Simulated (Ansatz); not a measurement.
# Li+ with TeH2: interaction against distance, part 3 of 3

Ansatz 0.2.0, Gaussian basis. Earlier steps stand in the parts before.

## Step 13: B moved by +1.37 Å, CCSD(T)/def2-TZVPPD

The inputs:

ab/in.yaml

```yaml
crystal:
  periodic: [false, false, false]
  atoms:
    - {symbol: Li, position_ang: [-0.553613, 0.591874, -2.006086]}
    - {symbol: Te, position_ang: [0.805869, 0.145383, 1.816823]}
    - {symbol: H, position_ang: [1.410052, -1.382729, 1.590972]}
    - {symbol: H, position_ang: [-0.609171, -0.480448, 2.414460]}
basis:
  gaussian: {orbitals: "def2-TZVPPD.json"}
total_charge: 1
correlation: {method: ccsd_t}
```

a/in.yaml

```yaml
crystal:
  periodic: [false, false, false]
  atoms:
    - {symbol: Li, position_ang: [-0.553613, 0.591874, -2.006086]}
basis:
  gaussian:
    orbitals: "def2-TZVPPD.json"
    ghost_atoms:
      - {symbol: Te, position_ang: [0.805869, 0.145383, 1.816823]}
      - {symbol: H, position_ang: [1.410052, -1.382729, 1.590972]}
      - {symbol: H, position_ang: [-0.609171, -0.480448, 2.414460]}
total_charge: 1
correlation: {method: ccsd_t}
```

b/in.yaml

```yaml
crystal:
  periodic: [false, false, false]
  atoms:
    - {symbol: Te, position_ang: [0.805869, 0.145383, 1.816823]}
    - {symbol: H, position_ang: [1.410052, -1.382729, 1.590972]}
    - {symbol: H, position_ang: [-0.609171, -0.480448, 2.414460]}
basis:
  gaussian:
    orbitals: "def2-TZVPPD.json"
    ghost_atoms:
      - {symbol: Li, position_ang: [-0.553613, 0.591874, -2.006086]}
correlation: {method: ccsd_t}
```

One command serves all of them, each in its own folder.

The run is started by

```bash
ansatz run in.yaml --threads 2 --pin off --events-out ev --progress --plain --max-ram 5222MiB
```

ab printed, cut to the lines that bear on the results:

```text
Functional definition: HF
  name "HF"
  cite "Fock, Z. Phys. 61, 126 (1930) doi:10.1007/BF01340294"
  parent pbe
[...]
890 factors; integrals over basis functions are off by at most 7.4e-4 eV
[...]
mean field -7494.20087492 eV, -275.4068024016 hartree, gradient 3.4e-6 eV, S^2 0.000000; 0 other end points of the search recorded, 0 dependent functions left out
4 core orbitals not correlated: weight in the atoms' cores, before any rotation towards them, 1.000 or more for the frozen orbitals, at most 0.000 for the correlated occupied ones
reference -7494.20087492 eV, -275.4068024016 hartree; 10, 10 occupied and 101, 101 virtual orbitals, 890 factors
second order -13.85075470 eV of doubles, -0.00000000 eV of singles
cycle   1  -13.31875875 eV  change    5.3e-1 eV  update   7.3e-2
[...]
cycle  10  -13.67245173 eV  change   -9.0e-6 eV  update   6.1e-6
perturbative correction -0.27969406 eV, -0.0102785672 hartree
Total energy: -7508.15302071 eV, -275.9195343022 hartree
```

Log of a, cut to the lines that bear on the results:

```text
[... 4 set-up lines as earlier in the session ...]
[...]
720 factors; integrals over basis functions are off by at most 7.6e-4 eV
[...]
mean field -196.91177916 eV, -7.2363744124 hartree, gradient 6.6e-7 eV, S^2 0.000000; 0 other end points of the search recorded, 0 dependent functions left out
reference -196.91177916 eV, -7.2363744124 hartree; 1, 1 occupied and 114, 114 virtual orbitals, 720 factors
second order -0.81520395 eV of doubles, -0.00000000 eV of singles
cycle   1  -0.91546635 eV  change   -1.0e-1 eV  update   6.4e-3
[...]
cycle   5  -0.93136513 eV  change   -5.2e-7 eV  update   7.2e-7
perturbative correction -0.00000000 eV, -0.0000000000 hartree
Total energy: -197.84314428 eV, -7.2706014496 hartree
```

Log of b, cut to the lines that bear on the results:

```text
[... 4 set-up lines as earlier in the session ...]
[...]
823 factors; integrals over basis functions are off by at most 8.6e-4 eV
[...]
mean field -7296.83549193 eV, -268.1537583559 hartree, gradient 2.4e-6 eV, S^2 0.000000; 0 other end points of the search recorded, 0 dependent functions left out
4 core orbitals not correlated: weight in the atoms' cores, before any rotation towards them, 1.000 or more for the frozen orbitals, at most 0.000 for the correlated occupied ones
reference -7296.83549193 eV, -268.1537583559 hartree; 9, 9 occupied and 102, 102 virtual orbitals, 823 factors
second order -13.05255845 eV of doubles, -0.00000000 eV of singles
cycle   1  -12.41961115 eV  change    6.3e-1 eV  update   7.2e-2
[...]
cycle   9  -12.75632490 eV  change   -2.0e-5 eV  update   6.9e-6
perturbative correction -0.27834405 eV, -0.0102289551 hartree
Total energy: -7309.87016089 eV, -268.6327736046 hartree
```

Times: 5.5 s (ab), 1.1 s (a), 4.1 s (b) on 2 threads of Intel Xeon Platinum 8488C, shared host; peak memory 0.56 GiB.

ab − a − b = -10.14 kcal/mol.

## Step 14: B moved by +2.74 Å, wB97M-V/def2-TZVPPD

File ab/in.yaml:

```yaml
crystal:
  periodic: [false, false, false]
  atoms:
    - {symbol: Li, position_ang: [-0.553613, 0.591874, -2.006086]}
    - {symbol: Te, position_ang: [1.156914, -0.229924, 3.088880]}
    - {symbol: H, position_ang: [1.761098, -1.758036, 2.863029]}
    - {symbol: H, position_ang: [-0.258126, -0.855754, 3.686517]}
basis:
  gaussian: {orbitals: "def2-TZVPPD.json"}
total_charge: 1
hamiltonian: {xc: {name: wB97M-V}}
```

File a/in.yaml:

```yaml
crystal:
  periodic: [false, false, false]
  atoms:
    - {symbol: Li, position_ang: [-0.553613, 0.591874, -2.006086]}
basis:
  gaussian:
    orbitals: "def2-TZVPPD.json"
    ghost_atoms:
      - {symbol: Te, position_ang: [1.156914, -0.229924, 3.088880]}
      - {symbol: H, position_ang: [1.761098, -1.758036, 2.863029]}
      - {symbol: H, position_ang: [-0.258126, -0.855754, 3.686517]}
total_charge: 1
hamiltonian: {xc: {name: wB97M-V}}
```

File b/in.yaml:

```yaml
crystal:
  periodic: [false, false, false]
  atoms:
    - {symbol: Te, position_ang: [1.156914, -0.229924, 3.088880]}
    - {symbol: H, position_ang: [1.761098, -1.758036, 2.863029]}
    - {symbol: H, position_ang: [-0.258126, -0.855754, 3.686517]}
basis:
  gaussian:
    orbitals: "def2-TZVPPD.json"
    ghost_atoms:
      - {symbol: Li, position_ang: [-0.553613, 0.591874, -2.006086]}
hamiltonian: {xc: {name: wB97M-V}}
```

One command serves all of them, each in its own folder.

The run is started by

```bash
ansatz run in.yaml --threads 2 --pin off --events-out ev --progress --plain --max-ram 5222MiB
```

ab printed, cut to the lines that bear on the results:

```text
[... 5 set-up lines as earlier in the session ...]
  # Of w^i u^j: cxij and so on, Table III.
[...]
  gx(w, u) = 1 - cx + cx01*u + cx10*w
[...]
      + integral(e_c_pw_mod_opposite_spin*gos(b97_w_opposite, b97_u_opposite)) + vv10(b, c)
748 factors; their error is unknown
243 factors; integrals over basis functions are off by at most 8.4e-5 eV
[...]
mean field -7522.71260109 eV, -276.4545890122 hartree, gradient 6.6e-6 eV, S^2 0.000000; 0 other end points of the search recorded, 0 dependent functions left out
reference -7522.71266562 eV, -276.4545913836 hartree; 14, 14 occupied and 101, 101 virtual orbitals, 748 factors
Total energy: -7522.71266562 eV, -276.4545913836 hartree
```

Output in a, cut to the lines that bear on the results:

```text
[... 5 set-up lines as earlier in the session ...]
  # Of w^i u^j: cxij and so on, Table III.
[...]
  gx(w, u) = 1 - cx + cx01*u + cx10*w
[...]
      + integral(e_c_pw_mod_opposite_spin*gos(b97_w_opposite, b97_u_opposite)) + vv10(b, c)
590 factors; their error is unknown
206 factors; integrals over basis functions are off by at most 8.8e-5 eV
[...]
mean field -197.98579465 eV, -7.2758437538 hartree, gradient 4.7e-7 eV, S^2 0.000000; 0 other end points of the search recorded, 0 dependent functions left out
reference -197.98580348 eV, -7.2758440783 hartree; 1, 1 occupied and 114, 114 virtual orbitals, 590 factors
Total energy: -197.98580348 eV, -7.2758440783 hartree
```

b printed, cut to the lines that bear on the results:

```text
[... 5 set-up lines as earlier in the session ...]
  # Of w^i u^j: cxij and so on, Table III.
[...]
  gx(w, u) = 1 - cx + cx01*u + cx10*w
[...]
      + integral(e_c_pw_mod_opposite_spin*gos(b97_w_opposite, b97_u_opposite)) + vv10(b, c)
698 factors; their error is unknown
215 factors; integrals over basis functions are off by at most 3.5e-4 eV
[...]
mean field -7324.57026069 eV, -269.1729923082 hartree, gradient 3.7e-5 eV, S^2 0.000000; 0 other end points of the search recorded, 0 dependent functions left out
reference -7324.57031789 eV, -269.1729944103 hartree; 13, 13 occupied and 102, 102 virtual orbitals, 698 factors
Total energy: -7324.57031789 eV, -269.1729944103 hartree
```

They took 2.8 s (ab), 1.4 s (a), 2.6 s (b) on 2 threads of Intel Xeon Platinum 8488C, shared host.

This point gives -3.61 kcal/mol.

## Step 15: B moved by +2.74 Å, CCSD(T)/def2-TZVPPD

The same edit goes into each in.yaml of step 14 (ab, a, b):

```diff
-hamiltonian: {xc: {name: wB97M-V}}
+correlation: {method: ccsd_t}
```

The same command starts each run, in its folder.

The run is started by

```bash
ansatz run in.yaml --threads 2 --pin off --events-out ev --progress --plain --max-ram 5222MiB
```

Log of ab, cut to the lines that bear on the results:

```text
[... 4 set-up lines as earlier in the session ...]
[...]
890 factors; integrals over basis functions are off by at most 7.4e-4 eV
[...]
mean field -7493.90625503 eV, -275.3959753203 hartree, gradient 4.2e-6 eV, S^2 0.000000; 0 other end points of the search recorded, 0 dependent functions left out
4 core orbitals not correlated: weight in the atoms' cores, before any rotation towards them, 1.000 or more for the frozen orbitals, at most 0.000 for the correlated occupied ones
reference -7493.90625503 eV, -275.3959753203 hartree; 10, 10 occupied and 101, 101 virtual orbitals, 890 factors
second order -13.85462925 eV of doubles, -0.00000000 eV of singles
cycle   1  -13.32201384 eV  change    5.3e-1 eV  update   7.2e-2
[...]
cycle   9  -13.67470426 eV  change    8.1e-6 eV  update   2.2e-5
perturbative correction -0.27819633 eV, -0.0102235267 hartree
Total energy: -7507.85915563 eV, -275.9087349596 hartree
```

Log of a, cut to the lines that bear on the results:

```text
[... 4 set-up lines as earlier in the session ...]
[...]
722 factors; integrals over basis functions are off by at most 9.3e-4 eV
[...]
mean field -196.91174215 eV, -7.2363730525 hartree, gradient 9.3e-6 eV, S^2 0.000000; 0 other end points of the search recorded, 0 dependent functions left out
reference -196.91174215 eV, -7.2363730525 hartree; 1, 1 occupied and 114, 114 virtual orbitals, 722 factors
second order -0.81489999 eV of doubles, -0.00000000 eV of singles
cycle   1  -0.91507945 eV  change   -1.0e-1 eV  update   6.4e-3
[...]
cycle   5  -0.93095565 eV  change   -5.6e-7 eV  update   7.2e-7
perturbative correction -0.00000000 eV, -0.0000000000 hartree
Total energy: -197.84269780 eV, -7.2705850416 hartree
```

Output in b, cut to the lines that bear on the results:

```text
[... 4 set-up lines as earlier in the session ...]
[...]
823 factors; integrals over basis functions are off by at most 8.1e-4 eV
[...]
mean field -7296.83521899 eV, -268.1537483253 hartree, gradient 1.9e-6 eV, S^2 0.000000; 0 other end points of the search recorded, 0 dependent functions left out
4 core orbitals not correlated: weight in the atoms' cores, before any rotation towards them, 1.000 or more for the frozen orbitals, at most 0.000 for the correlated occupied ones
reference -7296.83521899 eV, -268.1537483253 hartree; 9, 9 occupied and 102, 102 virtual orbitals, 823 factors
second order -13.04788674 eV of doubles, -0.00000000 eV of singles
cycle   1  -12.41533233 eV  change    6.3e-1 eV  update   7.2e-2
[...]
cycle   9  -12.75196585 eV  change   -1.3e-5 eV  update   6.7e-6
perturbative correction -0.27808128 eV, -0.0102192984 hartree
Total energy: -7309.86526611 eV, -268.6325937249 hartree
```

Times: 5.5 s (ab), 1.1 s (a), 4.4 s (b) on 2 threads of Intel Xeon Platinum 8488C, shared host; peak memory 0.56 GiB.

This point gives -3.49 kcal/mol.

## Step 16: The curves

| shift (Å) | Li1–Te2 (Å) | PBE-D4 | r2SCAN-D4 | PBE0-D4 | B3LYP-D4 | wB97M-V | Hartree-Fock | MP2 | CCSD | CCSD(T) |
| --- | --- | --- | --- | --- | --- | --- | --- | --- | --- | --- |
| -0.27 | 2.48 | -22.35 | -19.36 | -22.13 | -21.80 | -20.67 | -18.45 | -18.62 | -18.64 | -18.61 |
| -0.14 | 2.61 | -24.60 | -21.75 | -24.31 | -24.08 | -22.85 | -21.23 | -21.08 | -21.18 | -21.16 |
| 0.00 | 2.74 | -25.31 | -22.59 | -24.94 | -24.82 | -23.52 | -22.32 | -21.96 | -22.11 | -22.10 |
| 0.14 | 2.88 | -25.04 | -22.42 | -24.57 | -24.57 | -23.21 | -22.29 | -21.80 | -21.98 | -21.98 |
| 0.33 | 3.06 | -23.76 | -21.19 | -23.16 | -23.40 | -21.79 | -21.11 | -20.55 | -20.74 | -20.75 |
| 0.69 | 3.41 | -20.73 | -17.71 | -19.88 | -21.04 | -17.89 | -17.42 | -16.88 | -17.03 | -17.07 |
| 1.37 | 4.08 | -12.92 | -10.78 | -12.12 | -13.11 | -10.70 | -10.46 | -10.07 | -10.11 | -10.14 |
| 2.74 | 5.44 | -4.30 | -3.79 | -4.05 | -4.25 | -3.61 | -3.67 | -3.49 | -3.48 | -3.49 |

Energies in kcal/mol.

Miss and cost, level by level (times from a shared host):

| method | RMS deviation from CCSD(T) (kcal/mol) | mean time a point |
| --- | --- | --- |
| PBE-D4 | 3.09 | 1.8 s |
| r2SCAN-D4 | 0.55 | 3 s |
| PBE0-D4 | 2.62 | 2.1 s |
| B3LYP-D4 | 2.85 | 2.5 s |
| wB97M-V | 1.26 | 6.8 s |
| Hartree-Fock | 0.27 | part of the CCSD(T) run |
| MP2 | 0.13 | part of the CCSD(T) run |
| CCSD | 0.02 | part of the CCSD(T) run |
| CCSD(T) | 0 | 11 s |

For cost: r2SCAN-D4 comes within 0.55 kcal/mol at 3 s a point, where CCSD(T) needs 11 s.

## Step 17: What came out

What follows sums up all 3 parts.

| quantity | value |
| --- | --- |
| deepest point, CCSD(T) | -22.10 kcal/mol at +0.00 Å |
| at the longest distance | -3.49 kcal/mol at +2.74 Å |
| at the shortest | -18.61 kcal/mol at -0.27 Å |
| RMS deviation from CCSD(T) | PBE-D4 3.09, r2SCAN-D4 0.55, PBE0-D4 2.62, B3LYP-D4 2.85, wB97M-V 1.26, Hartree-Fock 0.27, MP2 0.13, CCSD 0.02 kcal/mol |

Of the points run, CCSD(T) in this basis is lowest at the PBE0-D4 geometry. At +2.74 Å, 16 % of the binding is left. CCSD follows best and PBE-D4 worst.
